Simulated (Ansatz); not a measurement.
# H₄HfOS₃: up Jacob's ladder to CCSD(T)

The task here is to estimate one member of a computed series from the others.

Computed with Ansatz 0.2.0, Gaussian basis. Level: functionals in def2-TZVPP, the program's frozen cores in correlated methods.

The runs, in order: LDA (SPW92), PBE-D4, revPBE-D4, BLYP-D4, r2SCAN-D4, B97M-V, PBE0-D4, B3LYP-D4, r2SCANh-D4, r2SCAN0-D4, HSE06-D4, BHLYP-D4, CAM-B3LYP-D4, LC-ωPBE, ωB97X-V, ωB97M-V, B2PLYP, PBE-QIDH; CCSD(T)/def2-SVP; CCSD(T)/def2-TZVPP; MP2/def2-QZVPP; extrapolation to the limit; RPA on PBE.

1 further run of the same task is left out (for a known fault of the program).

### The relaxed structure

An earlier PBE0-D4 in a triple-zeta def2 set relaxation fixed the geometry. Hf takes the def2 core potential; no spin-orbit term is included.

SMILES `[OH][Hf]([SH])([SH])[SH]`, 9 atoms, charge 0, spin multiplicity 1.

Atoms are counted from 1 here; the program's logs count them from 0.

Bond lengths: O1–Hf2 1.892 Å, O1–H6 0.953 Å, Hf2–S3 2.444 Å, Hf2–S4 2.437 Å, Hf2–S5 2.445 Å, S3–H7 1.348 Å, S4–H8 1.348 Å, S5–H9 1.349 Å. Angles: Hf2–O1–H6 163.7°, O1–Hf2–S3 107.9°, O1–Hf2–S4 108.5°, O1–Hf2–S5 114.1°, S3–Hf2–S4 113.1°, S3–Hf2–S5 107.9°, S4–Hf2–S5 105.4°, Hf2–S3–H7 90.0°, Hf2–S4–H8 90.7°, Hf2–S5–H9 91.3°.

The first run:

Input file in.yaml:

```yaml
crystal:
  periodic: [false, false, false]
  atoms:
    - {symbol: O, position_ang: [-1.121915, 1.742929, -0.629025]}
    - {symbol: Hf, position_ang: [-0.263364, 0.125138, -0.153656]}
    - {symbol: S, position_ang: [-0.080133, 0.060520, 2.282844]}
    - {symbol: S, position_ang: [-1.552617, -1.730982, -1.066609]}
    - {symbol: S, position_ang: [1.984089, -0.123769, -1.083070]}
    - {symbol: H, position_ang: [-1.322422, 2.596988, -1.002030]}
    - {symbol: H, position_ang: [0.823013, -0.936307, 2.189246]}
    - {symbol: H, position_ang: [-0.920701, -2.595116, -0.247675]}
    - {symbol: H, position_ang: [2.454050, 0.860599, -0.290025]}
basis:
  gaussian: {orbitals: def2-TZVPP}
hamiltonian: {xc: lda}
output: {orbitals: {seedname: orbitals}}
```

Run with:

```sh
> ansatz run in.yaml --threads 4 --pin off --events-out ev --progress --plain --max-ram 10444MiB
```

Steps of the session up to this table: LDA; PBE-D4 (GGA); revPBE-D4 (GGA); BLYP-D4 (GGA); r2SCAN-D4 (meta-GGA); B97M-V (meta-GGA); B3LYP-D4 (hybrid); r2SCANh-D4 (hybrid); r2SCAN0-D4 (hybrid); HSE06-D4 (hybrid); BHLYP-D4 (hybrid); CAM-B3LYP-D4 (range-separated); LC-ωPBE (range-separated); ωB97X-V (range-separated); ωB97M-V (range-separated); B2PLYP (double hybrid); PBE-QIDH (double hybrid).

One table of the session follows, with a row left open; its other results are not shown here.

It belongs to the step «Frontier levels by functional». 

| functional | HOMO (eV) | LUMO (eV) | gap (eV) |
| --- | --- | --- | --- |
| LDA (SPW92) | -6.48 | -2.55 | 3.94 |
| PBE-D4 | -6.34 | -2.32 | 4.02 |
| revPBE-D4 | -6.28 | -2.23 | 4.05 |
| BLYP-D4 | -6.15 | -2.16 | 3.98 |
| r2SCAN-D4 | -6.64 | -2.14 | 4.50 |
| B97M-V | -6.69 | -2.07 | 4.61 |
| PBE0-D4 | -7.53 | -1.49 | 6.04 |
| B3LYP-D4 | -7.26 | -1.67 | 5.59 |
| r2SCANh-D4 | -7.07 | -1.83 | 5.24 |
| r2SCAN0-D4 | -7.73 | -1.37 | 6.35 |
| HSE06-D4 | -7.13 | -1.87 | 5.26 |
| BHLYP-D4 | -8.54 | -0.48 | 8.06 |
| CAM-B3LYP-D4 | ? | ? | ? |
| LC-ωPBE | -10.20 | 0.73 | 10.93 |
| ωB97X-V | -9.83 | 0.66 | 10.48 |
| ωB97M-V | -9.65 | 0.56 | 10.20 |

Q: Estimate the row for CAM-B3LYP-D4 from the others.

**Answer.** HOMO (eV): -8.79; LUMO (eV): -0.37; gap (eV): 8.42. In the column «HOMO (eV)» it lies between ωB97M-V (-9.65) and BHLYP-D4 (-8.54).
